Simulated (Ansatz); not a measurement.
# C3H7OSb: the cost of one run

Computed with Ansatz 0.2.0, Gaussian basis. Level: functionals in def2-TZVPP, the program's frozen cores in correlated methods.

Levels to be run: PBE-D4, r2SCAN-D4, PBE0-D4, B3LYP-D4, ωB97X-V, ωB97M-V, B2PLYP; CCSD(T)/def2-TZVPP; MP2/def2-QZVPP; extrapolation to the limit.

### 1 The geometry

All runs share one geometry, relaxed beforehand with PBE0-D4 in a triple-zeta def2 set. Sb takes the def2 core potential; no spin-orbit term is included.

SMILES `C[C@H]1O[C@@H]1[SbH2]`, 12 atoms, charge 0, spin multiplicity 1.

Atoms are counted from 1 here; the program's logs count them from 0.

Bond lengths: C1–C2 1.495 Å, C1–H6 1.093 Å, C1–H7 1.091 Å, C1–H8 1.093 Å, C2–O3 1.423 Å, C2–C4 1.462 Å, C2–H9 1.090 Å, O3–C4 1.424 Å, C4–Sb5 2.162 Å, C4–H10 1.091 Å, Sb5–H11 1.713 Å, Sb5–H12 1.709 Å. Angles: C2–C1–H6 110.6°, C2–C1–H7 110.6°, C2–C1–H8 110.4°, H6–C1–H7 108.4°, H6–C1–H8 108.0°, H7–C1–H8 108.8°, C1–C2–O3 116.4°, C1–C2–C4 122.2°, C1–C2–H9 115.7°, O3–C2–C4 59.1°, O3–C2–H9 113.5°, C4–C2–H9 117.0°, C2–O3–C4 61.8°, C2–C4–O3 59.1°, C2–C4–Sb5 124.0°, C2–C4–H10 117.1°, O3–C4–Sb5 115.3°, O3–C4–H10 113.9° and more.

Coordinates:

```xyz
12
charge 0, multiplicity 1
C    -1.73873    0.46764   -0.27327
C    -0.24457    0.46331   -0.30968
O     0.41292    1.33768    0.60002
C     0.56022   -0.06559    0.78975
Sb    2.57246   -0.82184    0.56046
H    -2.13373    1.34750   -0.78757
H    -2.09771    0.48066    0.75734
H    -2.13461   -0.42072   -0.77217
H     0.20468    0.44986   -1.30222
H     0.02409   -0.45296    1.65734
H     2.03494   -2.41164    0.21671
H     2.61684   -0.42910   -1.10270
```

### 2 PBE-D4 (GGA)

in.yaml reads:

```yaml
crystal:
  periodic: [false, false, false]
  atoms:
    - {symbol: C, position_ang: [-1.738729, 0.467640, -0.273268]}
    - {symbol: C, position_ang: [-0.244571, 0.463305, -0.309685]}
    - {symbol: O, position_ang: [0.412923, 1.337681, 0.600024]}
    - {symbol: C, position_ang: [0.560223, -0.065590, 0.789749]}
    - {symbol: Sb, position_ang: [2.572461, -0.821838, 0.560458]}
    - {symbol: H, position_ang: [-2.133732, 1.347505, -0.787567]}
    - {symbol: H, position_ang: [-2.097715, 0.480661, 0.757339]}
    - {symbol: H, position_ang: [-2.134610, -0.420720, -0.772166]}
    - {symbol: H, position_ang: [0.204681, 0.449856, -1.302225]}
    - {symbol: H, position_ang: [0.024092, -0.452958, 1.657339]}
    - {symbol: H, position_ang: [2.034938, -2.411643, 0.216706]}
    - {symbol: H, position_ang: [2.616837, -0.429101, -1.102701]}
basis:
  gaussian: {orbitals: def2-TZVPP}
hamiltonian: {xc: pbe, dispersion: d4}
output: {forces: true, orbitals: {seedname: orbitals}}
```

Started as:

```bash
$ ansatz run in.yaml --threads 4 --pin off --events-out ev --progress --plain --max-ram 10444MiB
```

**Question.** How long does this run take on 4 threads of Arm Neoverse V2, shared host, and how much memory does it need?

About 3.1 s, with a peak of 0.36 GiB.
